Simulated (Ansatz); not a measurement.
**C2H6BBr: one species, many methods**

One table from this session's results is given with a row withheld; the runs are named, their logs left out.

The runs use Ansatz 0.2.0, Gaussian basis; functionals in def2-TZVPP, the program's frozen cores in correlated methods.

Plan: PBE-D4, r2SCAN-D4, PBE0-D4, B3LYP-D4, ωB97X-V, ωB97M-V, B2PLYP; CCSD(T)/def2-TZVPP; MP2/def2-QZVPP; extrapolation to the limit.

## The relaxed structure

An earlier PBE0-D4 in a triple-zeta def2 set relaxation fixed the geometry.

SMILES `CBCBr`, 10 atoms, charge 0, spin multiplicity 1.

Atoms are counted from 1 here; the program's logs count them from 0.

Bond lengths: C1–B2 1.560 Å, C1–H5 1.092 Å, C1–H6 1.100 Å, C1–H7 1.092 Å, B2–C3 1.562 Å, B2–H8 1.198 Å, C3–Br4 1.977 Å, C3–H9 1.087 Å, C3–H10 1.086 Å. Angles: B2–C1–H5 113.1°, B2–C1–H6 106.5°, B2–C1–H7 114.6°, H5–C1–H6 105.7°, H5–C1–H7 109.2°, H6–C1–H7 107.2°, C1–B2–C3 122.0°, C1–B2–H8 121.0°, C3–B2–H8 117.0°, B2–C3–Br4 87.8°, B2–C3–H9 119.3°, B2–C3–H10 119.8°, Br4–C3–H9 106.2°, Br4–C3–H10 106.1°, H9–C3–H10 112.2°.

Geometry (Å):

```tsv
atom	x (Å)	y (Å)	z (Å)
C1	-0.9835	0.4546	-0.8291
B2	-0.2066	-0.5477	0.0794
C3	0.9407	-0.0828	1.0328
Br4	2.2182	-0.5602	-0.3985
H5	-1.2251	0.0441	-1.8119
H6	-1.9505	0.6368	-0.3373
H7	-0.4975	1.4249	-0.9546
H8	-0.5011	-1.7090	0.1095
H9	1.0791	0.9791	1.2214
H10	1.2095	-0.6912	1.8913
```

The first run:

in.yaml reads:

```yaml
crystal:
  periodic: [false, false, false]
  atoms:
    - {symbol: C, position_ang: [-0.983482, 0.454634, -0.829121]}
    - {symbol: B, position_ang: [-0.206573, -0.547657, 0.079425]}
    - {symbol: C, position_ang: [0.940699, -0.082841, 1.032808]}
    - {symbol: Br, position_ang: [2.218219, -0.560237, -0.398494]}
    - {symbol: H, position_ang: [-1.225111, 0.044127, -1.811905]}
    - {symbol: H, position_ang: [-1.950549, 0.636841, -0.337279]}
    - {symbol: H, position_ang: [-0.497470, 1.424931, -0.954613]}
    - {symbol: H, position_ang: [-0.501088, -1.708966, 0.109518]}
    - {symbol: H, position_ang: [1.079055, 0.979090, 1.221390]}
    - {symbol: H, position_ang: [1.209502, -0.691221, 1.891271]}
basis:
  gaussian: {orbitals: def2-TZVPP}
hamiltonian: {xc: pbe, dispersion: d4}
output: {forces: true, orbitals: {seedname: orbitals}}
```

Started as:

```sh
ansatz run in.yaml --threads 4 --pin off --events-out ev --progress --plain --max-ram 10444MiB
```

Steps of the session up to this table: PBE-D4 (GGA); r2SCAN-D4 (meta-GGA); PBE0-D4 (hybrid); B3LYP-D4 (hybrid); ωB97X-V (range-separated); ωB97M-V (range-separated); B2PLYP (double hybrid); CCSD(T) in def2-TZVPP; MP2 in def2-QZVPP.

One table of the session follows, with a row left open; its other results are not shown here.

```
            method  atomisation energy (eV)
            PBE-D4                   38.213
         r2SCAN-D4                   37.779
           PBE0-D4                   37.819
          B3LYP-D4                   37.568
           ωB97X-V                   37.512
           ωB97M-V                   37.602
            B2PLYP                   37.190
     HF/def2-TZVPP                        ?
    MP2/def2-TZVPP                   37.143
   CCSD/def2-TZVPP                   36.214
CCSD(T)/def2-TZVPP                   36.682
           MP2/CBS                   37.942
       CCSD(T)/CBS                   37.481
```

Estimate the missing values for HF/def2-TZVPP.

**Answer.** atomisation energy (eV): 28.648. In the column «atomisation energy (eV)» it is the lowest.

To keep in mind: Free atoms (2 C, 1 B, 1 Br, 6 H) were run apart at each level; the atomisation energy is their sum less the molecule, without zero-point or spin-orbit terms.
